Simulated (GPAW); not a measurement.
The system is BiTe.

```
Bi Te
1.0
     0.00000    3.23500    3.23500
     3.23500    0.00000    3.23500
     3.23500    3.23500    0.00000
Bi Te
1 1
Direct
  0.00000 0.00000 0.00000
  0.50000 0.50000 0.50000
```

| Item | Value |
| --- | --- |
| Program | GPAW 26.7.0 |
| Task | relaxation of cell and atoms |
| Functional | PBEsol |
| Dispersion | D3(BJ)+ATM |
| Potentials or basis | PAW data sets generated in the run's folder for this functional |
| Cutoff | 600 eV |
| Basis | pw |
| k mesh | 7 × 7 × 7 |
| Occupations | fermi-dirac, width 0.05 eV |
| Spin | no spin polarisation |

At the start: pressure -3.7 GPa; volume 33.86 Å³/atom.

Task: Where does the relaxation end?

Result: Over 4 steps the energy falls by 29.2 meV/atom and the volume is 31.46 Å³/atom (-7.1 %); space group Fm-3m (No. 225, to 0.05 Å).

The path:
```tsv
step	energy change (eV)	largest force (eV/Å)	pressure (GPa)	volume (Å³)
1	0.0000	0.0000	-3.67	67.71
2	-0.0228	0.0000	-2.95	66.59
3	-0.0581	0.0000	0.33	62.54
4	-0.0584	0.0000	-0.02	62.91
```

Final structure:
```yaml
crystal:
  lattice:
    - [0.00000, 3.15675, 3.15675]
    - [3.15675, 0.00000, 3.15675]
    - [3.15675, 3.15675, 0.00000]
  atoms:
    - { symbol: Bi, position: [0.00000, 0.00000, 0.00000] }
    - { symbol: Te, position: [0.50000, 0.50000, 0.50000] }
```

Caveat: later steps reuse the first step's grids; pairwise dispersion overbinds metals, which lowers pressure and volume.
